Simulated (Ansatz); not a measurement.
# TiH₄+ (quartet): from Hartree-Fock to the top rungs, def2-TZVPP

The task here is to estimate one member of a computed series from the others.

Method: def2-TZVPP, core rule «outside noble gas», up to 9 orbitals frozen; program: Ansatz 0.2.0, Gaussian basis.

Plan: UHF; CCSD(T) on ROHF; CCSD(T) on UHF; CCSDT(Q) on ROHF; CCSDT(Q) on UHF.

11 further runs of the same task are left out: 5 for a known fault of the program, 6 set aside as unsound or not needed.

### The system

The geometry is a PBE0/def2-TZVP stationary point (not a proven minimum) of the parent state, kept for this charge and spin.

5 atoms, charge 1, spin multiplicity 4.

Atoms are counted from 1 here; the program's logs count them from 0.

Bond lengths: Ti1–H2 1.976 Å, Ti1–H3 1.976 Å, Ti1–H4 1.976 Å, Ti1–H5 1.976 Å, H2–H4 0.786 Å, H3–H5 0.786 Å. Angles: H2–Ti1–H3 164.8°, H2–Ti1–H4 22.9°, H2–Ti1–H5 162.9°, H3–Ti1–H4 162.9°, H3–Ti1–H5 22.9°, H4–Ti1–H5 164.8°, Ti1–H2–H4 78.5°, Ti1–H3–H5 78.5°, Ti1–H4–H2 78.5°, Ti1–H5–H3 78.5°.

Set-up of the first run:

Contents of in.yaml:

```yaml
crystal:
  periodic: [false, false, false]
  atoms:
    - {symbol: Ti, position_ang: [0.000000, 0.000000, 0.000000]}
    - {symbol: H, position_ang: [0.260951, 0.293926, -1.936328]}
    - {symbol: H, position_ang: [0.260948, -0.293929, 1.936328]}
    - {symbol: H, position_ang: [-0.260951, -0.293926, -1.936328]}
    - {symbol: H, position_ang: [-0.260948, 0.293929, 1.936328]}
basis:
  gaussian: {orbitals: def2-TZVPP}
total_charge: 1
magnetization: {spin_polarized: true, initial_magnetization: 3}
hamiltonian: {xc: hf}
output: {orbitals: {seedname: orbitals}}
```

The run is started by

```sh
ansatz run in.yaml --threads 1 --pin off --events-out ev --progress --plain --max-ram 4096MiB --backend cpu
```

Among the steps run: UHF; CCSD(T) on ROHF; CCSD(T) on UHF; CCSDT(Q) on ROHF; CCSDT(Q) on UHF.

One of the session's tables, all rows but one given; the rest of the session is left out.

| method | from RCCSDT(Q) (kcal/mol) |
| --- | --- |
| ROHF | +79.29 |
| UHF | +76.55 |
| RMP2 | +16.25 |
| UMP2 | +14.01 |
| RCCSD | +1.51 |
| UCCSD | -0.60 |
| RCCSD(T) | +0.33 |
| UCCSD(T) | ? |
| RCCSDT | +0.02 |
| UCCSDT | -2.06 |
| RCCSDT(Q) | 0 |
| UCCSDT(Q) | -2.08 |

Estimate the missing values for UCCSD(T).

As computed: from RCCSDT(Q) (kcal/mol): -1.75. In the column «from RCCSDT(Q) (kcal/mol)» it lies between UCCSDT (-2.06) and UCCSD (-0.60).

To keep in mind: Restricted and unrestricted rows rest on different reference determinants; where their highest levels disagree by more than a few hundredths of an eV, they describe different states and don't form one ladder.
